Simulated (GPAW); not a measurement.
Write an ASE script for GPAW 26.7.0 that does the following.

```
Task                : equation of state
Functional          : r2SCAN
Dispersion          : D3(BJ)
Potentials or basis : GPAW PAW data sets (gpaw-data 1.2.1)
Cutoff              : 800 eV
Basis               : pw
k mesh              : 8 × 8 × 8
Occupations         : fermi-dirac, width 0.05 eV
Spin                : no spin polarisation
Maxiter             : 150
Eos scales          : [0.94, 0.96, 0.98, 1.0, 1.02, 1.04, 1.06]
```

The system is HfB.

```
CELL_PARAMETERS angstrom
0.00000 2.31000 2.31000
2.31000 0.00000 2.31000
2.31000 2.31000 0.00000
ATOMIC_POSITIONS crystal
Hf 0.50000 0.50000 0.50000
B 0.00000 0.00000 0.00000
```

The input as run:

run.py

```python
from ase import Atoms
from ase.calculators.mixing import SumCalculator
from ase.eos import EquationOfState
from ase.io import Trajectory
from ase.units import GPa
from dftd3.ase import DFTD3
from gpaw import GPAW, PW

atoms = Atoms(['Hf', 'B'],
              cell=[[0.0, 2.31, 2.31],
                    [2.31, 0.0, 2.31],
                    [2.31, 2.31, 0.0]],
              scaled_positions=[[0.5, 0.5, 0.5],
                                [0.0, 0.0, 0.0]],
              pbc=True)

traj = Trajectory('eos.traj', 'w')
volumes, energies = [], []
for x in [0.94, 0.96, 0.98, 1.0, 1.02, 1.04, 1.06]:
    a = atoms.copy()
    a.set_cell(atoms.cell * x**(1 / 3), scale_atoms=True)
    calc = GPAW(mode=PW(800),
                xc='MGGA_X_R2SCAN+MGGA_C_R2SCAN',
                kpts={'size': (8, 8, 8), 'gamma': True},
                occupations={'name': 'fermi-dirac', 'width': 0.05},
                nbands=17,
                convergence={'density': 1e-05, 'energy': 1e-05},
                maxiter=150,
                txt=f'eos-{x:.2f}.txt')
    a.calc = SumCalculator([calc, DFTD3(method='r2scan', damping='d3bj')])
    energies.append(a.get_potential_energy())
    volumes.append(a.get_volume())
    p = -a.get_stress()[:3].mean() / GPa
    calc.write(f'eos-{x:.2f}.gpw')
    traj.write(a)
    print(f'{x:.2f} {volumes[-1]:10.4f} A^3 {energies[-1]:14.6f} eV {p:9.3f} GPa', flush=True)

v0, e0, B = EquationOfState(volumes, energies, eos='birchmurnaghan').fit()
print(f'V0 = {v0:.4f} A^3, E0 = {e0:.6f} eV, B0 = {B / GPa:.2f} GPa')
```

Potentials or basis: GPAW PAW data sets (gpaw-data 1.2.1), pw.

Launch:

```console
$ OMP_NUM_THREADS=1 python run.py
```

It gave:

| Item | Value |
| --- | --- |
| Equilibrium volume | 13.99 Å³/atom (rough: see the caveat) |
| Bulk modulus | 182 GPa (rough) |

Caveat: the minimum lies outside the volumes run; the PAW data sets were made with another functional, which shifts forces and pressure a little.

It took 4.2 min on 1 thread of Arm Neoverse V2 (shared host), peak memory 0.88 GiB.
